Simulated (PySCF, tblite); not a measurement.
**C₄H₉FPSSi+: infrared bands and NMR shifts**

Wanted: the infrared bands and NMR shifts of C₄H₉FPSSi+ (`CSC[P@@H+]1C(F)=C1[SiH3]`), by calculation.

Computed with tblite 0.8.0 and PySCF 2.14.0, with density-fitted response routines of our own, on a single molecule in the gas phase. Atoms count from 0, in the outputs and in this text.

### Step 1. The molecule as given

17 atoms, charge 1, multiplicity 1; geometry from: GFN2-xTB.

Bonds of the start (Å): C0–S1 1.81, S1–C2 1.80, C2–P3 1.88, P3–C4 1.89, C4–F5 1.28, C4–C6 1.29, C6–Si7 1.94, C6–P3 1.89, C0–H8 1.09, C0–H9 1.09, C0–H10 1.09, C2–H11 1.09, C2–H12 1.09, P3–H13 1.39, Si7–H14 1.46, Si7–H15 1.46, Si7–H16 1.46.

### Step 2. Infrared spectrum with GFN2-xTB

What the job is given:

```
{"job": {"kind": "ir", "xc": "GFN2-xTB", "basis": "xTB"}, "charge": 1, "multiplicity": 1}
C      3.009735    -1.187352     0.062413
S      1.405279    -1.146314     0.902522
C      0.995976     0.592706     0.678000
P      0.060133     0.714488    -0.952991
C     -1.587658     1.608507    -1.150447
F     -1.998694     2.631312    -1.804931
C     -1.713164     0.628813    -0.314954
Si    -2.969747    -0.320111     0.824570
H      2.903576    -0.823477    -0.956741
H      3.330355    -2.224465     0.053416
H      3.725393    -0.588623     0.617602
H      1.900461     1.198780     0.641712
H      0.348337     0.931323     1.485767
H      0.071781    -0.582597    -1.456093
H     -2.090017    -1.119444     1.670691
H     -3.745202    -1.075919    -0.149700
H     -3.653544     0.774403     1.501137
```

**Question.** This job is followed by: GIAO PBE0/pcSseg-1 NMR shielding, non-relativistic, gas phase. What will the session give for the following? strongest single infrared mode (GFN2-xTB); zero-point energy (GFN2-xTB); ¹³C shifts against TMS (PBE0/pcSseg-1); ¹H shifts against TMS (PBE0/pcSseg-1, means over atoms taken as alike); ³³S shifts against CS2 (PBE0/pcSseg-1); ³¹P shifts against H3PO4 (PBE0/pcSseg-1); ¹⁹F shifts against CFCl3 (PBE0/pcSseg-1); ²⁹Si shifts against TMS (PBE0/pcSseg-1).

The runs gave:

| quantity | value |
| --- | --- |
| strongest single infrared mode (GFN2-xTB) | 1065 cm⁻¹, 380 km/mol |
| zero-point energy (GFN2-xTB) | 68.3 kcal/mol |
| ¹³C shifts against TMS (PBE0/pcSseg-1) | 163.5, 83.8, 57.5, 25.1 ppm |
| ¹H shifts against TMS (PBE0/pcSseg-1, means over atoms taken as alike) | 5.10, 4.92, 3.95, 3.67, 2.44 ppm |
| ³³S shifts against CS2 (PBE0/pcSseg-1) | 41 ppm |
| ³¹P shifts against H3PO4 (PBE0/pcSseg-1) | -165.6 ppm |
| ¹⁹F shifts against CFCl3 (PBE0/pcSseg-1) | -99.6 ppm |
| ²⁹Si shifts against TMS (PBE0/pcSseg-1) | -79.7 ppm |

**Reading.** All 45 modes are real, so the xTB geometry is a minimum. The strongest single mode, at 1065 cm⁻¹, moves mainly C6 and F5. GFN2-xTB is a fitted tight-binding method: band positions and strengths are rough. Its intensities can rank the bands wrongly. At PBE0/pcSseg-1: Shielding is most anisotropic at P3 (span 709 ppm, paramagnetic term -484 ppm).
